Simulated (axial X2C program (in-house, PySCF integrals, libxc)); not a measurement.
**RuH: properties at the nuclei**

Aim: properties at the nuclei of RuH, with spin–orbit coupling in the Hamiltonian from the start.

The runs use an in-house X2C program for linear molecules on PySCF integrals; two-component X2C with atomic mean-field terms, Ru dyall-acv3z, H dyall-av3z.

All values are calculated.

**1. Set-up**

File task.json:

```json
{"zs": [44, 1], "q": 0, "bas": ["dyall-acv3z", "dyall-av3z"], "r0": 1.57, "levels": ["PBE0", "HF", "B3LYP"], "nst": 1, "ff": 1, "thr": -3.5, "nmax": 130, "opt": {"ecut": 60}}
```

Keys: zs atomic numbers; q charge; bas basis sets; r0 starting distance in Å; levels methods (HF also brings MP2); nst determinants followed; ff finite-field run; thr threshold in hartree for freezing inner shells (an s shell follows its p shell); nmax most natural virtual spinors; ecut virtual cutoff in hartree.

On the command line:

```sh
$ python soeom.py task.json out
```

Further steps of the session: Expectation values, lowest determinant; Finite-field coupled cluster.

Before running it: what results should come out? Wanted: lowest determinant; Eeff magnitude; Ws magnitude Ru; A∥/gI Ru; qzz Ru (for each run or level that gives them).

The runs gave:

| quantity | value |
| --- | --- |
| lowest determinant | Ω = 3/2 (excess of +ω over −ω: ω = 1/2, ω = -3/2, ω = 5/2) |
| Eeff magnitude (GV/cm), PBE0 | 0.324 |
| Ws magnitude Ru (kHz), PBE0 | 0.0805 |
| A∥/gI Ru (MHz), PBE0 | 904 |
| qzz Ru (a.u.), PBE0 | -4.02 |
| Eeff magnitude (GV/cm), CCSD(T) | 0.19 |
| Ws magnitude Ru (kHz), CCSD(T) | 0.0324 |
| A∥/gI Ru (MHz), CCSD(T) | 827 |
| qzz Ru (a.u.), CCSD(T) | -3.90 |

In words: In the first state, the effective field runs from 0.213 to 0.324 GV/cm over the mean-field levels. The expectation values come from single determinants, which for open shells can mix terms of unlike spin or miss the lowest Ω, so a determinant need not be a state. Eeff is the effective electric field on the electron dipole moment in this Ω state and Ws the scalar–pseudoscalar constant (defined with the proton number Z and per Ω); A∥ is the parallel hyperfine constant, which follows by multiplying with the nuclear g factor gI = μI/(I μN); qzz is the electric field gradient, eQq0 = 234.96 MHz × Q/barn × qzz; μ is positive if H is the positive end. The operators were transformed with the bare-nucleus X2C matrices. Correlation of the inner shells is missing, which matters for properties at the nucleus.
